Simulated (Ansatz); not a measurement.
# Hf: the cost of one run

Computed with Ansatz 0.2.0 (DFT PBEsol, scalar-relativistic, unless a step's input says otherwise).

6 further runs of the same task are left out: 6 that didn't finish.

### Step 1. The starting structure

The structure is hexagonal, space group P6_3/mmc (No. 194). Conventional cell: a = 3.197 Å, b = 3.197 Å, c = 5.058 Å, α = 90.00°, β = 90.00°, γ = 120.00°. Hf (site symmetry -6m2) is surrounded by 12 Hf at 3.13 to 3.20 Å.

Structure file:

```cif
data_structure
_symmetry_space_group_name_H-M 'P 1'
_symmetry_Int_Tables_number 1
_cell_length_a 3.1967
_cell_length_b 3.1967
_cell_length_c 5.0578
_cell_angle_alpha 90.000
_cell_angle_beta 90.000
_cell_angle_gamma 120.000
_cell_volume 44.76
loop_
_atom_site_label
_atom_site_type_symbol
_atom_site_fract_x
_atom_site_fract_y
_atom_site_fract_z
_atom_site_occupancy
Hf1 Hf 0.33333 0.66667 0.25000 1
Hf2 Hf 0.66667 0.33333 0.75000 1
```

Atoms are numbered in the order of the input: Hf1, Hf2.

### Step 2. The deformed structure

Space group P6_3/mmc before, P-1 after.

### Step 3. LAPW, all electrons

input.yaml reads:

```yaml
crystal:
  lattice:
    - [3.1966985242, 0.0319669852, 0.0319669852]
    - [-1.5706650408, 2.7524386376, 0.0117007287]
    - [0.050578, 0.050578, 5.0578]
  atoms:
    - { symbol: Hf, position: [0.3333333333, 0.6666666667, 0.25] }
    - { symbol: Hf, position: [0.6666666667, 0.3333333333, 0.75] }
kpoints:
  mp_grid: { grid: [13, 13, 7] }
  band_path:
    path:
      - [0.0, 0.0, 0.0]
      - [0.0, -0.5, 0.0]
      - [0.0, 0.0, 0.5]
      - [0.0, 0.0, 0.0]
      - [-0.5, 0.0, 0.0]
      - [-0.5, 0.5, -0.5]
      - [0.0, 0.0, 0.0]
      - [-0.5, 0.0, -0.5]
      - [-0.5, 0.5, 0.0]
    npoints: 5
scf:
  occupations: { method: fermi_dirac, width: 0.05 }
hamiltonian:
  xc: pbesol
  pseudopotentials: { kind: all_electron, lapw: { basis_error: 0.0005 } }
output:
  forces: true
  stress: true
  eigenvalues: true
```

Run with:

```sh
$ ansatz run input.yaml --threads 1 --pin off --max-ram 3072MiB --backend cpu --events-out ev --progress --plain --runs-dir out
```

What time and memory should one allow on 1 thread of Arm Neoverse V2, shared host?

About 3.9 min, with a peak of 1.9 GiB.
